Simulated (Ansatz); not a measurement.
# FH8NSi2: the cost of one run

Program: Ansatz 0.2.0. Level of theory: UKS PBE-D4/6-31G. These are calculated values, not measurements.

## Step 1: Starting point

Bond lengths: Si1–Si2 2.599 Å, Si1–H3 1.484 Å, Si1–H4 1.456 Å, Si1–N5 1.713 Å, Si1–F7 2.004 Å, Si2–H8 1.473 Å, Si2–H9 1.464 Å, Si2–H10 1.464 Å, N5–H11 1.002 Å, N5–H12 1.004 Å. Angles (14 of 19 angles, heavy atoms first): Si2–Si1–N5 116.8°, Si2–Si1–F7 82.0°, N5–Si1–F7 84.0°, Si1–Si2–H8 138.8°, Si1–Si2–H9 95.9°, Si1–Si2–H10 102.5°, Si2–Si1–H3 87.2°, Si2–Si1–H4 113.2°, H3–Si1–N5 98.3°, H3–Si1–F7 168.7°, H4–Si1–N5 125.3°, H4–Si1–F7 82.2°, Si1–N5–H11 120.2°, Si1–N5–H12 120.5°.

Coordinates:

```xyz
12

Si   -0.7051    0.1940   -0.5361
Si    0.7444   -1.3374    0.9826
H    -0.4495   -0.7738   -1.6311
H    -2.1313    0.0891   -0.2639
N     0.0725    1.5562   -1.2239
H    -0.0607    0.3326    1.2294
F    -0.7499    1.3207    1.1207
H     1.1636   -1.4243    2.3925
H    -0.0386   -2.5542    0.7614
H     1.9792   -1.4748    0.2078
H     0.2291    1.6022   -2.2128
H    -0.0537    2.4697   -0.8264
```

## Step 2: Run 1

150 steps of 0.5 fs at constant energy, with velocities drawn for 600 K.

Input file input.yaml:

```yaml
crystal:
  periodic: [false, false, false]
  atoms:
    - { symbol: Si, position_ang: [-0.7051, 0.194, -0.5361] }
    - { symbol: Si, position_ang: [0.7444, -1.3374, 0.9826] }
    - { symbol: H, position_ang: [-0.4495, -0.7738, -1.6311] }
    - { symbol: H, position_ang: [-2.1313, 0.0891, -0.2639] }
    - { symbol: "N", position_ang: [0.0725, 1.5562, -1.2239] }
    - { symbol: H, position_ang: [-0.0607, 0.3326, 1.2294] }
    - { symbol: F, position_ang: [-0.7499, 1.3207, 1.1207] }
    - { symbol: H, position_ang: [1.1636, -1.4243, 2.3925] }
    - { symbol: H, position_ang: [-0.0386, -2.5542, 0.7614] }
    - { symbol: H, position_ang: [1.9792, -1.4748, 0.2078] }
    - { symbol: H, position_ang: [0.2291, 1.6022, -2.2128] }
    - { symbol: H, position_ang: [-0.0537, 2.4697, -0.8264] }
magnetization:
  spin_polarized: true
basis:
  gaussian: { orbitals: "6-31G" }
hamiltonian:
  xc: pbe
  dispersion: d4
md:
  timestep: 0.5
  n_steps: 150
  ensemble: nve
  temperature: 600.0
  initial_velocities: maxwell_boltzmann
  seed: 949694
```

Command:

```sh
ansatz run input.yaml --threads 1 --pin off --max-ram 2048MiB --backend cpu --events-out ev --progress --plain --runs-dir out
```

Q: Estimate wall time and peak memory on 1 thread of Arm Neoverse V2, shared host.

About 9.1 min, with a peak of 0.13 GiB.
